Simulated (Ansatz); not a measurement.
# BrClFHOSn: small, medium and large basis sets

Aim: see how fast density functionals converge with the basis set for BrClFHOSn.

Method: one geometry, several basis sets; program: Ansatz 0.2.0, Gaussian basis.

Levels to be run: PBE0-D4/def2-SVP; ωB97M-V/def2-SVP; PBE0-D4/def2-QZVPP; ωB97M-V/def2-QZVPP; the functionals' def2-TZVPP values are taken from earlier runs.

### Step 1. Structure used throughout

The geometry comes from an earlier relaxation with PBE0-D4 in a triple-zeta def2 set; it is a stationary point. Sn takes the def2 core potential; no spin-orbit term is included.

SMILES `[OH][Sn]([F])([Cl])[Br]`, 6 atoms, charge 0, spin multiplicity 1.

Atoms are counted from 1 here; the program's logs count them from 0.

Bond lengths: O1–Sn2 1.929 Å, O1–H6 0.962 Å, Sn2–F3 1.899 Å, Sn2–Cl4 2.277 Å, Sn2–Br5 2.435 Å. Angles: Sn2–O1–H6 113.2°, O1–Sn2–F3 108.2°, O1–Sn2–Cl4 107.9°, O1–Sn2–Br5 112.8°, F3–Sn2–Cl4 107.5°, F3–Sn2–Br5 106.7°, Cl4–Sn2–Br5 113.5°.

### Step 2. PBE0-D4 in def2-SVP

File in.yaml:

```yaml
crystal:
  periodic: [false, false, false]
  atoms:
    - {symbol: O, position_ang: [-0.340264, -0.119302, 1.553300]}
    - {symbol: Sn, position_ang: [0.009764, -0.153976, -0.343680]}
    - {symbol: F, position_ang: [1.767785, -0.820346, -0.609611]}
    - {symbol: Cl, position_ang: [-1.434436, -1.635484, -1.294131]}
    - {symbol: Br, position_ang: [-0.061274, 2.058644, -1.358314]}
    - {symbol: H, position_ang: [0.100525, 0.606365, 2.006135]}
basis:
  gaussian: {orbitals: def2-SVP}
hamiltonian: {xc: pbe0, dispersion: d4}
output: {orbitals: {seedname: orbitals}}
```

Further steps of the session: ωB97M-V in def2-SVP; PBE0-D4 in def2-QZVPP; ωB97M-V in def2-QZVPP.

Q: Predict the results of all the runs planned. Wanted: PBE0-D4: double and triple zeta above quadruple; ωB97M-V: double and triple zeta above quadruple.

As calculated:

| quantity | value |
| --- | --- |
| PBE0-D4: double and triple zeta above quadruple | 21.69, 2.17 eV |
| ωB97M-V: double and triple zeta above quadruple | 21.63, 2.08 eV |

What this shows: For PBE0-D4 the step from double to triple zeta gains 19.52 eV and the next only 2.17 eV. Total energies overstate the basis error of differences, where much of it tends to cancel.
